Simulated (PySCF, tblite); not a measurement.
# C₆H₁₂OSi: geometry, infrared bands and NMR shifts

What infrared bands and NMR shifts should C₆H₁₂OSi (`C=C(C)[C@@]1(CO)C[SiH2]1`) show?

The runs use tblite 0.8.0 and PySCF 2.14.0, with density-fitted response routines of our own; the level of theory stands in each step. All values are computed, except where a source is named. Atoms count from 0, in the outputs and in this text.

### 1 The molecule as given

20 atoms, charge 0, multiplicity 1; geometry from: force field or distance geometry start.

Bonds of the start (Å): C0–C1 1.34, C1–C2 1.51, C1–C3 1.48, C3–C4 1.53, C4–O5 1.39, C3–C6 1.51, C6–Si7 1.86, Si7–C3 1.85, C0–H8 1.08, C0–H9 1.09, C2–H10 1.12, C2–H11 1.12, C2–H12 1.10, C4–H13 1.10, C4–H14 1.10, O5–H15 0.99, C6–H16 1.10, C6–H17 1.13, Si7–H18 1.46, Si7–H19 1.45.

### 2 Relaxing the molecule with GFN2-xTB

Job settings and geometry (Å):

```
{"job": {"kind": "relax", "xc": "GFN2-xTB", "basis": "xTB"}, "charge": 0, "multiplicity": 1}
C      1.702700     0.740500     1.238800
C      1.109900     0.221900     0.153700
C      1.989000    -0.149900    -1.014200
C     -0.346800    -0.026900     0.048000
C     -0.785900    -1.471800    -0.167400
O     -2.175500    -1.429200    -0.237800
C     -1.279200     0.707400     0.986600
Si    -1.299500     1.342600    -0.757900
H      1.165000     1.028300     2.124300
H      2.779400     0.898600     1.247600
H      2.671500     0.721400    -1.154800
H      1.365700    -0.313900    -1.925600
H      2.548000    -1.073200    -0.804500
H     -0.315700    -1.957500    -1.030400
H     -0.521900    -2.009000     0.756900
H     -2.565200    -2.276200     0.080600
H     -0.828500     1.323700     1.775800
H     -2.238900     0.172900     1.249000
H     -0.497200     2.527500    -1.032600
H     -2.481800     1.033500    -1.539100
```

Command:

```
OMP_NUM_THREADS=1 python probes_run.py task.json out
```

One launch serves the whole session: the jobs run in the order shown.

**Question.** This job is followed by: GFN2-xTB harmonic vibrations, gas phase; GIAO PBE0/pcSseg-1 NMR shielding, non-relativistic, gas phase. What will the session give for the following? strongest single infrared mode (GFN2-xTB); zero-point energy (GFN2-xTB); ¹³C shifts against TMS (PBE0/pcSseg-1); ¹H shifts against TMS (PBE0/pcSseg-1, means over atoms taken as alike); ¹⁷O shifts against H2O (PBE0/pcSseg-1); ²⁹Si shifts against TMS (PBE0/pcSseg-1).

As calculated:

| quantity | value |
| --- | --- |
| strongest single infrared mode (GFN2-xTB) | 2315 cm⁻¹, 323 km/mol |
| zero-point energy (GFN2-xTB) | 100.4 kcal/mol |
| ¹³C shifts against TMS (PBE0/pcSseg-1) | 151.7, 114.5, 68.7, 37.6, 27.8, 6.9 ppm |
| ¹H shifts against TMS (PBE0/pcSseg-1, means over atoms taken as alike) | 5.06, 5.00, 4.46, 3.89, 3.37, 2.33, 2.13, 1.25, 0.98, 0.64 ppm |
| ¹⁷O shifts against H2O (PBE0/pcSseg-1) | 35.9 ppm |
| ²⁹Si shifts against TMS (PBE0/pcSseg-1) | -125.7 ppm |

Over 121 steps the energy fell by 0.423 eV; of the close pairs, C3–Si7 changed most, 1.853 to 1.910 Å. No mode is imaginary among the 54: a minimum at this level. The strongest single mode, at 2315 cm⁻¹, moves mainly H18. Unscaled tight-binding wavenumbers are off by several per cent, some by more. Its intensities can rank the bands wrongly. The most deshielded carbon is C1 (fully substituted alkene carbon), at 151.7 ppm: an sp2 carbon of a C=C bond. At PBE0/pcSseg-1: The largest span, 265 ppm, is at Si7, where the paramagnetic term is -407 ppm.
